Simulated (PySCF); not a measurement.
**C₇H₁₁B: electronic excitations**

Aim: predict the electronic excitations of C₇H₁₁B (`CC#CBC/C=C/C`).

Programs: PySCF 2.14.0, with density-fitted response routines of our own. Each step states its level of theory. These are calculated values for one molecule in the gas phase, unless marked as measured. Atoms are numbered from 0 throughout.

## (1) The molecule as given

19 atoms, charge 0, multiplicity 1; geometry from: GFN2-xTB.

Bonds of the start (Å): C0–C1 1.44, C1–C2 1.21, C2–B3 1.50, B3–C4 1.59, C4–C5 1.49, C5–C6 1.32, C6–C7 1.49, C0–H8 1.09, C0–H9 1.09, C0–H10 1.09, B3–H11 1.17, C4–H12 1.10, C4–H13 1.10, C5–H14 1.08, C6–H15 1.08, C7–H16 1.09, C7–H17 1.09, C7–H18 1.09.

## (2) Ultraviolet spectrum: CAM-B3LYP/def2-SVPD

What the job is given:

```
{"job": {"kind": "uv", "xc": "CAM-B3LYP", "basis": "def2-SVPD", "nstates": 8, "ntriplets": 3}, "charge": 0, "multiplicity": 1}
C     -4.751251    -0.560848    -0.124123
C     -3.371832    -0.221245     0.136005
C     -2.219016     0.066187     0.362907
B     -0.788723     0.395289     0.657648
C      0.348206    -0.439100    -0.069905
C      1.728844    -0.218127     0.456064
C      2.700116     0.404843    -0.190439
C      4.070106     0.641814     0.355844
H     -4.824569    -1.263720    -0.954373
H     -5.186842    -1.017827     0.764984
H     -5.317397     0.339134    -0.365271
H     -0.530750     1.259116     1.407718
H      0.318854    -0.183603    -1.134650
H      0.108960    -1.506234    -0.014153
H      1.908524    -0.593483     1.456565
H      2.527714     0.786217    -1.189847
H      4.171039     0.210851     1.349188
H      4.275196     1.711128     0.415394
H      4.823018     0.198859    -0.296690
```

Method: TDDFT CAM-B3LYP/def2-SVPD, vertical, gas phase, core orbitals frozen in the response.

Run with:

```console
> OMP_NUM_THREADS=1 python probes_run.py task.json out
```

This one command runs all jobs of the session in turn.

Predict these results of the whole session: lowest singlet (CAM-B3LYP/def2-SVPD); brightest single state of those computed; lowest triplet.

As calculated:

```
                                quantity                        value
    lowest singlet (CAM-B3LYP/def2-SVPD)  4.03 eV (308 nm), f = 0.001
brightest single state of those computed  state 8, 7.09 eV, f = 0.218
                          lowest triplet                      3.74 eV
```

What this shows: The first singlet state (HOMO−1→LUMO 0.59, HOMO→LUMO 0.38) lies at 4.03 eV and is dark; of the 8 states computed, the strongest absorption comes from state 8 at 7.09 eV (the last computed, so partners may be missing). The lowest triplet lies 0.28 eV below the lowest singlet (triplets in Tamm-Dancoff, singlets in full TDDFT).
